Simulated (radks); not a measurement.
# Nuclear size and the levels of Eu

The task here is to estimate one member of a computed series from the others.

The numbers are computed with radks (a radial shooting solver on a logarithmic mesh, Libxc functionals) version 1 (Dirac Kohn-Sham, BLYP, spin-unpolarised, spherical densities, finite nucleus; open shells fill j = l - 1/2 first), except any that are marked as measured or tabulated.

### The atom as given

* element: europium (Z = 63)
* charge: 0
* electrons: 63
* configuration: [Xe] 4f7 6s2
* nuclear rms radius: 5.1115 fm

The first run:

Settings of this run:

```text
Z 63
configuration [Xe] 4f7 6s2 5d0 6p0
relativity Dirac
functional b88,lyp
spin unpolarised
j_filling energy
nucleus finite rms 5.1115 fm
c 137.035999084
```

Among the steps run: rms radius 5.1115 fm.

One of the session's tables, all rows but one given; the rest of the session is left out.

It belongs to the step «rms radius 5.1115 fm». From the orbitals of this run (lengths in bohr):

```
level     <r>  outermost maximum (interpolated)  90 % within  nodes
5p3/2   1.667                              1.43         2.46      3
6s1/2   4.251                              3.56         6.32      5
4f5/2  0.9738                             0.590         1.72      0
4f7/2  0.9978                             0.595         1.77      0
5d3/2       ?                                 ?            ?      ?
5d5/2   3.458                              2.22         5.88      2
6p1/2   5.935                              4.77         9.08      4
6p3/2   6.369                              5.11         9.75      4
```

Estimate the missing values for 5d3/2.

As computed: <r>: 3.307; outermost maximum (interpolated): 2.15; 90 % within: 5.60; nodes: 2. In the column «<r>» it lies between 5p3/2 (1.667) and 5d5/2 (3.458).
